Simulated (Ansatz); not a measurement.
# LiSc: the cost of one run

Program: Ansatz 0.2.0. Level of theory: DFT PBE, scalar-relativistic, plane waves, PAW. These are calculated values, not measurements.

## Step 1: The structure to begin with

The structure is cubic, space group Pm-3m (No. 221). The conventional cell has a = 3.184 Å, b = 3.184 Å, c = 3.184 Å, α = 90.00°, β = 90.00°, γ = 90.00°. Li (site symmetry m-3m) has 8 Sc at 2.76 Å as nearest neighbours. Around Sc (site symmetry m-3m) lie 8 Li at 2.76 Å.

As a file:

```cif
data_structure
_symmetry_space_group_name_H-M 'P 1'
_symmetry_Int_Tables_number 1
_cell_length_a 3.1837
_cell_length_b 3.1837
_cell_length_c 3.1837
_cell_angle_alpha 90.000
_cell_angle_beta 90.000
_cell_angle_gamma 90.000
_cell_volume 32.27
loop_
_atom_site_label
_atom_site_type_symbol
_atom_site_fract_x
_atom_site_fract_y
_atom_site_fract_z
_atom_site_occupancy
Li1 Li 0.00000 0.00000 0.00000 1
Sc1 Sc 0.50000 0.50000 0.50000 1
```

This is candidate A: caesium chloride type (Pm-3m, No. 221).

(A quick probe on a coarse mesh, which set the mesh and smearing, is not shown.)

## Step 3: Rough relaxation on the coarse mesh (candidate A)

Contents of input.yaml:

```yaml
crystal:
  lattice:
    - [3.1836830092, 0.0, 0.0]
    - [0.0, 3.1836830092, 0.0]
    - [0.0, 0.0, 3.1836830092]
  atoms:
    - { symbol: Li, position: [0.0, 0.0, 0.0] }
    - { symbol: Sc, position: [0.5, 0.5, 0.5] }
basis:
  ecutwfc: 420
kpoints:
  mp_grid: { grid: [6, 6, 6] }
hamiltonian:
  xc: pbe
scf:
  occupations: { method: gaussian, width: 0.1 }
  lower_state_search: "off"
output:
  forces: true
  stress: true
  eigenvalues: true
relax:
  adjacent_minimum: "off"
  f_tol: 0.04
  max_steps: 70
  cell: { stress_tol: 0.4 }
```

Launch:

```console
ansatz run input.yaml --threads 1 --pin off --max-ram 2560MiB --backend cpu --events-out ev --progress --plain --runs-dir out
```

**Question.** How long does this run take on 1 thread of Intel Xeon 6975P-C (Granite Rapids), shared host, and how much memory does it need?

About 2 s, with a peak of 0.35 GiB.
